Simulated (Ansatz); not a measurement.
# C4H7FO3Ti: one species, many methods

The task here is to estimate one member of a computed series from the others.

The runs use Ansatz 0.2.0, Gaussian basis; functionals in def2-TZVPP, the program's frozen cores in correlated methods.

The runs, in order: LDA (SPW92), PBE-D4, revPBE-D4, BLYP-D4, r2SCAN-D4, B97M-V, PBE0-D4, B3LYP-D4, r2SCANh-D4, r2SCAN0-D4, HSE06-D4, BHLYP-D4, CAM-B3LYP-D4, LC-ωPBE, ωB97X-V, ωB97M-V, B2PLYP, PBE-QIDH; CCSD(T)/def2-SVP; CCSD(T)/def2-TZVPP; MP2/def2-QZVPP; extrapolation to the limit; RPA on PBE.

## Structure used throughout

The geometry comes from an earlier relaxation with PBE0-D4 in a triple-zeta def2 set; it is a stationary point, not always the lowest conformer.

SMILES `[CH3][Ti-]1([OH])([F])[O]C=CC=[O+]1`, 16 atoms, charge 0, spin multiplicity 1.

Atoms are counted from 1 here; the program's logs count them from 0.

Bond lengths: C1–Ti2 2.069 Å, C1–H10 1.092 Å, C1–H11 1.096 Å, C1–H12 1.090 Å, Ti2–O3 1.792 Å, Ti2–F4 1.776 Å, Ti2–O5 1.995 Å, Ti2–O9 2.047 Å, O3–H13 0.960 Å, O5–C6 1.267 Å, C6–C7 1.383 Å, C6–H14 1.095 Å, C7–C8 1.393 Å, C7–H15 1.080 Å, C8–O9 1.255 Å, C8–H16 1.097 Å. Angles: Ti2–C1–H10 108.7°, Ti2–C1–H11 106.5°, Ti2–C1–H12 111.6°, H10–C1–H11 109.2°, H10–C1–H12 111.0°, H11–C1–H12 109.7°, C1–Ti2–O3 110.3°, C1–Ti2–F4 93.7°, C1–Ti2–O5 124.2°, C1–Ti2–O9 84.2°, O3–Ti2–F4 101.8°, O3–Ti2–O5 123.9°, O3–Ti2–O9 92.5°, F4–Ti2–O5 87.8°, F4–Ti2–O9 165.3°, O5–Ti2–O9 81.4°, Ti2–O3–H13 125.3°, Ti2–O5–C6 134.4° and more.

The first run:

in.yaml reads:

```yaml
crystal:
  periodic: [false, false, false]
  atoms:
    - {symbol: C, position_ang: [1.282920, -1.444992, -1.302534]}
    - {symbol: Ti, position_ang: [1.126350, 0.215568, -0.078318]}
    - {symbol: O, position_ang: [2.154801, 0.015426, 1.374998]}
    - {symbol: F, position_ang: [2.158335, 1.221407, -1.116862]}
    - {symbol: O, position_ang: [-0.286027, 1.612671, -0.257977]}
    - {symbol: C, position_ang: [-1.516595, 1.671822, 0.038850]}
    - {symbol: C, position_ang: [-2.253936, 0.660398, 0.626541]}
    - {symbol: C, position_ang: [-1.636872, -0.539764, 0.973884]}
    - {symbol: O, position_ang: [-0.428602, -0.811307, 0.768942]}
    - {symbol: H, position_ang: [2.278031, -1.457132, -1.751708]}
    - {symbol: H, position_ang: [0.532145, -1.321939, -2.092058]}
    - {symbol: H, position_ang: [1.090889, -2.367084, -0.754182]}
    - {symbol: H, position_ang: [3.023952, 0.403986, 1.496922]}
    - {symbol: H, position_ang: [-2.012964, 2.619787, -0.195660]}
    - {symbol: H, position_ang: [-3.301602, 0.812525, 0.841866]}
    - {symbol: H, position_ang: [-2.233624, -1.313973, 1.471496]}
basis:
  gaussian: {orbitals: def2-TZVPP}
hamiltonian: {xc: lda}
output: {orbitals: {seedname: orbitals}}
```

Started as:

```
ansatz run in.yaml --threads 4 --pin off --events-out ev --progress --plain --max-ram 66560MiB --backend cuda --devices 0, --max-vram 37GiB
```

Among the steps run: LDA; PBE-D4 (GGA); revPBE-D4 (GGA); BLYP-D4 (GGA); r2SCAN-D4 (meta-GGA); B97M-V (meta-GGA); B3LYP-D4 (hybrid); r2SCANh-D4 (hybrid); r2SCAN0-D4 (hybrid); HSE06-D4 (hybrid); BHLYP-D4 (hybrid); CAM-B3LYP-D4 (range-separated); LC-ωPBE (range-separated); ωB97X-V (range-separated); ωB97M-V (range-separated); B2PLYP (double hybrid); PBE-QIDH (double hybrid).

One of the session's tables, all rows but one given; the rest of the session is left out.

It belongs to the step «Orbital energies across the functionals». 

| functional | HOMO (eV) | LUMO (eV) | gap (eV) |
| --- | --- | --- | --- |
| LDA (SPW92) | -6.33 | -3.51 | 2.82 |
| PBE-D4 | -6.18 | -3.24 | 2.95 |
| revPBE-D4 | -6.12 | -3.14 | 2.99 |
| BLYP-D4 | -6.06 | -3.12 | 2.95 |
| r2SCAN-D4 | -6.47 | -3.12 | 3.35 |
| B97M-V | -6.58 | -3.07 | 3.52 |
| PBE0-D4 | -7.59 | -2.33 | 5.26 |
| B3LYP-D4 | -7.36 | -2.56 | 4.79 |
| r2SCANh-D4 | -7.00 | -2.78 | 4.22 |
| r2SCAN0-D4 | -7.79 | -2.26 | 5.53 |
| HSE06-D4 | -7.19 | -2.71 | 4.48 |
| BHLYP-D4 | -8.70 | -1.29 | 7.41 |
| CAM-B3LYP-D4 | -8.97 | -1.24 | 7.73 |
| LC-ωPBE | -10.21 | -0.11 | 10.09 |
| ωB97X-V | -9.89 | -0.14 | 9.75 |
| ωB97M-V | ? | ? | ? |

Q: Estimate the row for ωB97M-V from the others.

The run gave: HOMO (eV): -9.82; LUMO (eV): -0.21; gap (eV): 9.62. In the column «HOMO (eV)» it lies between ωB97X-V (-9.89) and CAM-B3LYP-D4 (-8.97).
